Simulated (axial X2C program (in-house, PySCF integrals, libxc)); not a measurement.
**SnSi: from the state search to constants**

Aim: find the lowest determinant of SnSi, scan the bond at several levels and fit the constants, once spin-free and once with spin–orbit coupling.

Program: an in-house X2C program for linear molecules on PySCF integrals. Level of theory: all-electron X2C, Sn dyall-cv3z, Si dyall-v3z. These are calculated values, not measurements.

## Step 1: Set-up

task.json reads:

```json
{
 "zs": [
  50,
  14
 ],
 "q": 0,
 "bas": [
  "dyall-cv3z",
  "dyall-v3z"
 ],
 "levels": [
  "PBE0",
  "HF",
  "LDA"
 ],
 "cc": true,
 "r0": 2.56,
 "thr": -2.0,
 "nmax": 110,
 "npts": 10,
 "nst": 2,
 "ntry": 8
}
```

Keys: zs atomic numbers; q charge; bas basis sets; levels methods (HF also brings MP2); cc coupled cluster on or off; r0 starting distance in Å; thr threshold in hartree for freezing inner shells (an s shell follows its p shell); nmax most natural virtual spinors; npts points asked for on the curve; nst determinants followed; ntry starts of the search.

The run is started by

```
python so2c.py task.json out
```

Spin-free means the one-electron spin-free X2C Hamiltonian; two-component (2c) means X2C with spin–orbit coupling and atomic mean-field two-electron Coulomb and Gaunt terms. Basis: Sn dyall-cv3z contracted to [11s12p9d4f1g], Si dyall-v3z contracted to [8s7p2d1f]; Gaussian nuclei, density fitting. Masses: Sn 119.902 u, Si 27.977 u.

Notation: σ, π±, δ± give the projection m of an orbital's angular momentum (0, ±1, ±2), α and β its spin, Λ and M_S the sums; ω is the projection of a spinor's total angular momentum and Ω the sum. Logs are in hartree.

The results follow Hamiltonian by Hamiltonian and level by level.

## Step 2: Search for the lowest determinant

Determinants are compared with PBE0 at 2.560 Å.

Spin-free determinants:

```tsv
ΔE (eV)	state	open shells
0.00	M_S = 1, Λ = 0	beyond closed shells: π+α, π-α
0.37	M_S = 1, Λ = 1	beyond closed shells: σα, π+α, π+β, π-α
0.54	M_S = 0, Λ = 1	beyond closed shells: σβ, π+α, π+β, π-α
0.56	M_S = 0, Λ = 0	beyond closed shells: π+β, π-α
0.56	M_S = 0, Λ = 2	beyond closed shells: π+α, π+β
1.11	M_S = 2, Λ = 1	beyond closed shells: σα, 2 × π+α, π-α
1.64	M_S = 1, Λ = 1	beyond closed shells: σβ, 2 × π+α, π-α
```

Two-component determinants:

```json
{"ΔE (eV)": "0.00", "state": "Ω = 1", "open shells": "excess of +ω over −ω: ω = -1/2, ω = 3/2"}
{"ΔE (eV)": "0.29", "state": "Ω = 2", "open shells": "excess of +ω over −ω: ω = 1/2, ω = 3/2"}
{"ΔE (eV)": "0.45", "state": "Ω = 0", "open shells": "closed shell"}
{"ΔE (eV)": "0.59", "state": "Ω = 0", "open shells": "closed shell"}
{"ΔE (eV)": "0.64", "state": "Ω = 1", "open shells": "excess of +ω over −ω: 2 × ω = 1/2"}
{"ΔE (eV)": "1.23", "state": "Ω = 3", "open shells": "excess of +ω over −ω: 2 × ω = 3/2"}
{"ΔE (eV)": "1.58", "state": "Ω = 0", "open shells": "excess of +ω over −ω: 3 × ω = 1/2, ω = -3/2"}
```

## Step 3: PBE0, spin-free

State followed: M_S = 1, Λ = 0 (beyond closed shells: π+α, π-α). The scan is laid around 2.515 Å, a first estimate of the minimum, and this SCF restarts from the orbitals of the search.

Output at 2.515 Å:

```text
spin-free X2C-1e  PBE0
basis functions 175  fitting functions 949  grid points 5083
iter        total energy     max residual
   1      -6465.441009189     1.36e+00
   2      -6466.181190802     1.17e-02
   3      -6466.180962388     1.48e-02
   4      -6466.183823279     2.02e-03
   5      -6466.183851593     1.71e-03
   6      -6466.183962407     1.31e-04
   7      -6466.183962868     1.60e-05
   8      -6466.183962873     3.61e-06
   9      -6466.183962874     1.11e-06
converged
one-electron -9187.94047849  Coulomb 2761.64488181  exact exchange -46.07556068  xc functional -141.09870916  nuclear repulsion 147.28590364
```

Along the bond, energies from the lowest point:

| R (Å) | E (eV) | μ (D) | HOMO (eV) | LUMO (eV) | iterations |
| --- | --- | --- | --- | --- | --- |
| 2.188 | 0.8225 | -0.77 | -5.34 | -3.80 | 11 |
| 2.289 | 0.3456 | -0.85 | -5.37 | -3.64 | 10 |
| 2.364 | 0.1390 | -0.92 | -5.39 | -3.54 | 10 |
| 2.440 | 0.0310 | -0.97 | -5.39 | -3.44 | 10 |
| 2.515 | 0.0000 | -1.03 | -5.39 | -3.35 | 9 |
| 2.603 | 0.0383 | -1.09 | -5.38 | -3.27 | 9 |
| 2.691 | 0.1363 | -1.14 | -5.36 | -3.19 | 9 |
| 2.804 | 0.3232 | -1.21 | -5.33 | -3.10 | 10 |
| 2.942 | 0.6107 | -1.28 | -5.27 | -3.02 | 10 |
| 3.144 | 1.0836 | -1.37 | -5.17 | -3.10 | 12 |

Dipoles are positive if Si is the positive end.

Outer orbitals at the reference distance:

| symmetry | occupied | ε (eV) | atomic character |
| --- | --- | --- | --- |
| δ-α | yes | -28.57 | 100% Sn d |
| δ+α | yes | -28.57 | 100% Sn d |
| δ+β | yes | -28.46 | 100% Sn d |
| δ-β | yes | -28.46 | 100% Sn d |
| π+α | yes | -28.32 | 100% Sn d |
| π-α | yes | -28.32 | 100% Sn d |
| σα | yes | -28.28 | 100% Sn d |
| π+β | yes | -28.25 | 100% Sn d |
| π-β | yes | -28.25 | 100% Sn d |
| σβ | yes | -28.24 | 100% Sn d |
| σα | yes | -14.22 | 42% Si s, 41% Sn s, 7% Sn p |
| σβ | yes | -13.00 | 45% Sn s, 39% Si s, 6% Si p |
| σα | yes | -10.56 | 38% Sn s, 34% Si s, 12% Sn p |
| σβ | yes | -9.75 | 37% Si s, 34% Sn s, 14% Sn p |
| π+α | yes | -6.08 | 50% Si p, 44% Sn p, 3% Sn d |
| π-α | yes | -6.08 | 50% Si p, 44% Sn p, 3% Sn d |
| σα | yes | -5.70 | 46% Si p, 40% Sn p, 7% Sn s |
| σβ | yes | -5.39 | 47% Si p, 40% Sn p, 6% Sn s |
| π+β | no | -3.35 | 56% Sn p, 41% Si p |
| π-β | no | -3.35 | 56% Sn p, 41% Si p |
| π-α | no | -2.37 | 49% Sn p, 40% Si p, 5% Sn d |
| π+α | no | -2.37 | 49% Sn p, 40% Si p, 5% Sn d |

PBE0 fields in the half plane through the axis: z from -2.4 to 4.8 Å across, distance from the axis 0.15 to 2.25 Å upwards; Sn lies at z = 0 and Si at z = 2.515 Å; the ELF is damped to zero where the density is low.

log10 density (e/bohr³). Ten even steps from ' ' (-4.06 ) to '@' (1.82 ):
```
      ..........::::::::....................      
  ......::::::::::::::::::::::::::::::::::....    
  ....::::::--------------------------::::::....  
....::::----------------------------------::::....
..::::----==============================----::::..
..::----====++++**++++====================----::..
::::----==++**######**++======++****++====----::::
::::--====++**##@@##**++++++++**%%%%++======--::::
```

ELF. Ten even steps from ' ' (0.00 ) to '@' (0.98 ):
```
      ..::::::::::::::::----::::::::::::..        
    ::==++++====------========----========--..    
  --++**####**++======++++++++++++****####**==::  
--**##%%%%##**==----==++**********##%%%%%%%%##++::
++%%%%%%%%**==::::::--==**####****##@@@@@@@@@@##==
##%%@@@@##==::--==--::--**%%##--..::##@@@@@@@@%%**
%%@@@@@@**----######--::**%%++  ==--  %%@@@@@@@@##
%%@@@@%%**--**==##==**::**%%::++##%%..++@@@@@@@@%%
```

Re = 2.513 Å, ωe = 355 cm⁻¹, ωexe = 0.898 cm⁻¹, Be = 0.1177 cm⁻¹, De = 2.75 eV, μ = -1.03 D.

## Step 4: HF, spin-free

The SCF at the reference distance of 2.515 Å:

```text
spin-free X2C-1e  HF
basis functions 175  fitting functions 949  grid points 5083
iter        total energy     max residual
   1      -6463.311935738     2.68e-01
   2      -6463.338073963     4.85e-03
   3      -6463.339116978     2.11e-03
   4      -6463.339258534     8.64e-04
   5      -6463.339287252     4.20e-04
   6      -6463.339294763     1.36e-04
   7      -6463.339295575     8.81e-05
   8      -6463.339295849     6.29e-05
   9      -6463.339295982     3.81e-05
  10      -6463.339296059     1.37e-05
  11      -6463.339296075     4.34e-06
  12      -6463.339296077     5.81e-07
converged
one-electron -9186.63041908  Coulomb 2760.39446407  exact exchange -184.38924470  xc functional 0.00000000  nuclear repulsion 147.28590364
```

No constants are quoted: the dipole of the solution doesn't run smoothly along the scan, a sign that its character may change, so the fit is set aside.

## Step 5: LDA, spin-free

Output at 2.515 Å:

```text
spin-free X2C-1e  LDA
basis functions 175  fitting functions 949  grid points 5083
iter        total energy     max residual
   1      -6459.503699032     8.21e-01
   2      -6459.521021533     1.18e-02
   3      -6459.510979438     1.93e-02
   4      -6459.513664550     1.54e-02
   5      -6459.522159650     9.95e-04
   6      -6459.522191976     3.85e-04
   7      -6459.522197193     4.83e-05
   8      -6459.522197261     1.22e-05
   9      -6459.522197263     2.21e-06
  10      -6459.522197263     6.93e-07
converged
one-electron -9187.36895376  Coulomb 2760.93714293  exact exchange 0.00000000  xc functional -180.37629007  nuclear repulsion 147.28590364
```

Re = 2.520 Å, ωe = 339 cm⁻¹, ωexe = 0.938 cm⁻¹, Be = 0.117 cm⁻¹, De = 3.48 eV, μ = -0.78 D.

## Step 6: MP2 and beyond, spin-free

Correlated methods: 18 electrons correlated (frozen shells, counted by type: Sn 4 s, 3 p, 1 d; Si 2 s, 1 p), 230 virtual spinors in MP2, 110 natural virtuals in coupled cluster.

Output of the correlated part at 2.515 Å:

```text
correlated 18  virtual 230  natural virtual 110  E(MP2) -0.614508855  MP2 remainder -0.045439226
iter   CCSD correlation   residual
   1     -0.536515233   1.52e-01
   2     -0.551798582   5.53e-02
   3     -0.553070506   2.18e-02
   4     -0.552975563   6.69e-03
   5     -0.553096919   2.84e-03
   6     -0.553095233   1.23e-03
   7     -0.553085015   5.26e-04
   8     -0.553093639   2.06e-04
   9     -0.553088237   7.88e-05
  10     -0.553089341   2.39e-05
  11     -0.553088939   9.84e-06
  12     -0.553089072   4.38e-06
  13     -0.553089089   1.77e-06
(T) -0.019508191  T1 0.0228  D1 0.0619  max T2 0.096
```

T1 in the output is the amplitude norm over the root of the electron number; divide by √2 for the Lee–Taylor value.

MP2: No constants are quoted: the dipole of the HF reference doesn't run smoothly along the scan, a sign that its character may change, so the fit is set aside.

CCSD: No constants are quoted: the dipole of the HF reference doesn't run smoothly along the scan, a sign that its character may change, so the fit is set aside.

CCSD(T): No constants are quoted: the dipole of the HF reference doesn't run smoothly along the scan, a sign that its character may change, so the fit is set aside.

## Step 7: A higher determinant, spin-free

State: M_S = 1, Λ = 1 (beyond closed shells: σα, π+α, π+β, π-α).

Output at the reference distance:

```text
spin-free X2C-1e  PBE0
basis functions 175  fitting functions 949  grid points 5083
iter        total energy     max residual
   1      -6465.438548920     1.36e+00
   2      -6466.168775248     1.25e-02
   3      -6466.166994878     1.83e-02
   4      -6466.171154057     5.21e-03
   5      -6466.171839340     2.42e-03
   6      -6466.172023269     2.09e-04
   7      -6466.172026497     2.14e-04
   8      -6466.172028480     9.79e-05
   9      -6466.172031497     1.15e-04
  10      -6466.172036105     3.77e-05
  11      -6466.172036802     9.96e-06
  12      -6466.172036820     2.78e-06
  13      -6466.172036820     6.54e-07
converged
one-electron -9187.33992909  Coulomb 2761.01626354  exact exchange -46.06329130  xc functional -141.07098361  nuclear repulsion 147.28590364
```

| R (Å) | E above the lowest PBE0 point (eV) |
| --- | --- |
| 2.188 | 0.605 |
| 2.289 | 0.336 |
| 2.364 | 0.260 |
| 2.440 | 0.263 |
| 2.515 | 0.325 |
| 2.603 | 0.446 |
| 2.691 | 0.596 |
| 2.804 | 0.807 |
| 2.942 | 1.071 |

Re = 2.398 Å, ωe = 382 cm⁻¹, ωexe = 1.89 cm⁻¹, Be = 0.1293 cm⁻¹, μ = -0.97 D. Te = 0.25 eV. As a difference of two determinants it need not be a gap between pure terms.

## Step 8: The spin-free curves together

Energy (eV) of the followed determinant, spin-free, from each level's lowest point:

```
R (Å)   PBE0  HF (dipole not smooth)  MP2 (HF's dipole not smooth)  CCSD (HF's dipole not smooth)  CCSD(T) (HF's dipole not smooth)    LDA
2.188  0.822                   0.757                         0.764                            n/a                               n/a  0.795
2.289  0.346                   0.283                         0.308                          0.325                             0.358  0.339
2.364  0.139                   0.090                         0.116                          0.125                             0.148  0.140
2.440  0.031                   0.003                         0.020                          0.024                             0.036  0.034
2.515  0.000                   0.000                         0.000                          0.000                             0.000  0.000
2.603  0.038                   0.078                         0.047                          0.047                             0.031  0.030
2.691  0.136                   0.221                         0.151                          0.153                             0.119  0.115
2.804  0.323                   0.472                         0.340                          0.348                             0.290  0.281
2.942  0.611                   0.843                         0.639                            n/a                               n/a  0.538
3.144  1.084                   1.367                         1.439                            n/a                               n/a  0.960
```

[end of part 1 of 2]
